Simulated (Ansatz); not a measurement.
# Ge3PdRu: the cost of one run

Program: Ansatz 0.2.0. Level of theory: DFT PBE, scalar-relativistic, plane waves, PAW. These are calculated values, not measurements.

1 further run of the same task is left out (it didn't finish).

## Step 1: The structure to begin with

It takes space group P6/mmm (No. 191, hexagonal). The conventional cell has a = 4.510 Å, b = 4.510 Å, c = 4.744 Å, α = 90.00°, β = 90.00°, γ = 120.00°. Ge (site symmetry mmm) has 2 Ru at 2.26 Å and 4 Ge at 2.26 Å as nearest neighbours. Around Ru (site symmetry 6/mmm) lie 6 Ge at 2.26 Å and 2 Pd at 2.37 Å. Around Pd (site symmetry 6/mmm) lie 2 Ru at 2.37 Å.

Coordinates:

```
CELL_PARAMETERS angstrom
4.51044 0.00000 0.00000
-2.25522 3.90616 0.00000
0.00000 0.00000 4.74434
ATOMIC_POSITIONS crystal
Ge 0.50000 0.00000 0.00000
Ge 0.00000 0.50000 0.00000
Ge 0.50000 0.50000 0.00000
Ru 0.00000 0.00000 0.00000
Pd 0.00000 0.00000 0.50000
```

A structure generator made this guess: random cell by space group and Wyckoff sites (P6/mmm, No. 191). Its size is a rough estimate.

## Step 2: The guess as it stands, on a coarse mesh

input.yaml reads:

```yaml
crystal:
  lattice:
    - [4.51044318, 0.0, 0.0]
    - [-2.25522159, 3.90615838, 0.0]
    - [0.0, 0.0, 4.74434427]
  atoms:
    - { symbol: Ge, position: [0.5, 0.0, 0.0] }
    - { symbol: Ge, position: [0.0, 0.5, 0.0] }
    - { symbol: Ge, position: [0.5, 0.5, 0.0] }
    - { symbol: Ru, position: [0.0, 0.0, 0.0] }
    - { symbol: Pd, position: [0.0, 0.0, 0.5] }
basis:
  ecutwfc: 420
kpoints:
  mp_grid: { grid: [6, 6, 4] }
hamiltonian:
  xc: pbe
scf:
  occupations: { method: gaussian, width: 0.1 }
  lower_state_search: "off"
output:
  forces: true
  stress: true
  eigenvalues: true
```

On the command line:

```console
$ ansatz run input.yaml --threads 1 --pin off --max-ram 2560MiB --backend cpu --events-out ev --progress --plain --runs-dir out
```

What time and memory should one allow on 1 thread of Intel Xeon Platinum 8259CL at 2.50GHz (Skylake/Cascade Lake), shared host?

About 4.8 s, with a peak of 0.46 GiB.
